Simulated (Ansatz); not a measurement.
# GeBr2 on several prototypes: ranking of structure types by relaxed energy from a Python script

A script is to give a ranking of structure types by relaxed energy; the system is GeBr2 on several prototypes.

Program: Ansatz 0.2.0, driven from Python. Level of theory: DFT PBEsol, plane waves, norm-conserving potentials. These are calculated values, not measurements.

**1. The system**

GeBr2 Fm-3m: The structure is cubic, space group Fm-3m (No. 225). Conventional cell: a = 6.970 Å, b = 6.970 Å, c = 6.970 Å, α = 90.00°, β = 90.00°, γ = 90.00°. Around Ge (site symmetry m-3m) lie 8 Br at 3.02 Å. Around Br (site symmetry -43m) lie 4 Ge at 3.02 Å.

GeBr2 P4_2/mnm: It takes space group P4_2/mnm (No. 136, tetragonal). The conventional cell has a = 6.550 Å, b = 6.550 Å, c = 4.258 Å, α = 90.00°, β = 90.00°, γ = 90.00°. Around Ge (site symmetry mmm) lie 6 Br at 2.79 to 2.83 Å. Br (site symmetry m2m) is surrounded by 3 Ge at 2.79 to 2.83 Å.

GeBr2 P-3m1: Symmetry: P-3m1, No. 164, trigonal system. Conventional cell: a = 4.130 Å, b = 4.130 Å, c = 6.608 Å, α = 90.00°, β = 90.00°, γ = 120.00°. Around Ge (site symmetry -3m) lie 6 Br at 2.90 Å. Br (site symmetry 3m) has 3 Ge at 2.90 Å as nearest neighbours.

GeBr2 P6/mmm: The structure is hexagonal, space group P6/mmm (No. 191). Conventional cell: a = 4.390 Å, b = 4.390 Å, c = 4.829 Å, α = 90.00°, β = 90.00°, γ = 120.00°. Ge (site symmetry 6/mmm) is surrounded by 12 Br at 3.50 Å. Around Br (site symmetry -6m2) lie 3 Br at 2.53 Å and 6 Ge at 3.50 Å.

No structure file is read: the coordinates are typed or built in the script.

**2. The code**

Input file gebr2.py:

```python
"""GeBr2 on common prototypes, each relaxed."""

import csv
import warnings

import ansatz as az
import numpy as np


def fluorite(A, B, a):
    return (
        az.Lattice.fcc(a)
        .space_group(225)
        .atom(A, (0, 0, 0))
        .atom(B, (0.25, 0.25, 0.25))
        .primitive()
    )


def rutile(a_site, b_site, a):
    return (
        az.Lattice.from_parameters(a, a, 0.65 * a, alpha=90, beta=90, gamma=90)
        .space_group(136)
        .atom(a_site, (0, 0, 0))
        .atom(b_site, (0.305, 0.305, 0))
    )


def cdi2(a_site, b_site, a):
    return (
        az.Lattice.from_parameters(a, a, 1.6 * a, alpha=90, beta=90, gamma=120)
        .space_group(164)
        .atom(a_site, (0, 0, 0))
        .atom(b_site, (1 / 3, 2 / 3, 0.25))
    )


def alb2(A, B, a):
    return (
        az.Lattice.from_parameters(a, a, 1.1 * a, alpha=90, beta=90, gamma=120)
        .space_group(191)
        .atom(A, (0, 0, 0))
        .atom(B, (1 / 3, 2 / 3, 0.5))
    )


def solve(name, crystal):
    calc = crystal.calculation()
    calc = calc.functional("pbesol")
    calc = calc.pseudopotentials("nc")
    calc = calc.mixing("msr1", ndim=8, beta=0.6)
    calc = calc.scf(tolerance=1e-09, extra_bands=2, self_checks="low").kpoints(spacing=0.52)
    calc = calc.occupations("cold", width=0.02)
    calc = calc.stress()
    calc = calc.band_table()
    calc = calc.relax(force_tolerance=0.02, max_steps=40, cell=True)
    return calc.run()


def gap_ev(outcome):
    # nan where the run reports no band edges: a metal, overlapping bands, or a gap that is small against the smearing
    edges = outcome.report.get("band_edges_ev")
    return edges[1] - edges[0] if edges else float("nan")


def pressure_gpa(outcome):
    return float(np.trace(outcome.report["stress_gpa"]) / 3)

# a is a first guess in angstrom
warnings.simplefilter("ignore", az.DeckWarning)

phases = {}
phases["fluorite"] = fluorite("Ge", "Br", 6.97)
phases["rutile"] = rutile("Ge", "Br", 6.55)
phases["CdI2"] = cdi2("Ge", "Br", 4.13)
phases["AlB2"] = alb2("Ge", "Br", 4.39)

done = {}
for name, crystal in phases.items():
    try:
        done[name] = solve(name, crystal)
    except az.NonConvergedError as error:
        print(name, "did not converge:", str(error)[:120])

energy = {name: o.report["energy_sigma0_ev"] / len(o.lattice.sites) for name, o in done.items()}
lowest = min(energy.values())
rows = [(name, len(o.lattice.sites), 1000 * (energy[name] - lowest), gap_ev(o), pressure_gpa(o)) for name, o in done.items()]
rows.sort(key=lambda row: row[2])
with open("prototypes.csv", "w", newline="") as handle:
    writer = csv.writer(handle)
    writer.writerow(["phase", "atoms", "dE (meV/atom)", "gap (eV)", "P (GPa)"])
    writer.writerows([round(v, 4) if isinstance(v, float) else v for v in row] for row in rows)
print(open("prototypes.csv").read())
print("order:", " < ".join(row[0] for row in rows))
```

**3. What the engine is handed**

The engine receives this input (first run):

```yaml
crystal:
  lattice:
    bravais: fcc
    a: 6.97
  space_group: 225
  atoms:
    - { symbol: Ge, position: [0.0, 0.0, 0.0] }
    - { symbol: Br, position: [0.25, 0.25, 0.25] }
  reduce_to_primitive: true
kpoints:
  mp_grid:
    kspacing: 0.52
hamiltonian:
  xc: pbesol
  pseudopotentials:
    kind: nc
scf:
  n_extra_bands: 2
  self_checks: low
  convergence:
    dr2_threshold: 1.0e-09
  mixing:
    algorithm: msr1
    beta: 0.6
    ndim: 8
  occupations:
    method: cold
    width: 0.02
relax:
  f_tol: 0.02
  max_steps: 40
  cell: {}
output:
  stress: true
  eigenvalues: true
```

**4. Running it**

On the command line:

```bash
$ python gebr2.py
```

**Question.** Which of these structures comes out lowest, and how far apart are they?

As calculated:

| quantity | value |
| --- | --- |
| runs compared | 4 |
| lowest | run 3 (P-3m1) |
| next above it by | 44.5 meV/atom |

In words: By space group at the end of each run: P-3m1 (+0 meV an atom, 29.8 Å³), P4_2/mnm (+44 meV an atom, 29.7 Å³), Fm-3m (+176 meV an atom, 26.9 Å³) and P6/mmm (+981 meV an atom, 25.7 Å³). In run 1, the volume shrank by 4.8 % over 2 moves, and the space group stayed Fm-3m. In run 4, over 13 moves the cell shrank by 4.2 % in volume, and the space group stayed P6/mmm. Caveats:
- For the metals among these cells the mesh is coarse, so their volumes and pressures are rough.
- The program warned that this SCF threshold is loose for forces or stresses.
- Pressure is positive in compression.
- The cells are built on prototypes, so they need not be phases found in nature. Rows bear the name of their start, and a relaxation keeps or raises the symmetry. Differences under about 40 meV an atom lie within the error of mesh and functional.
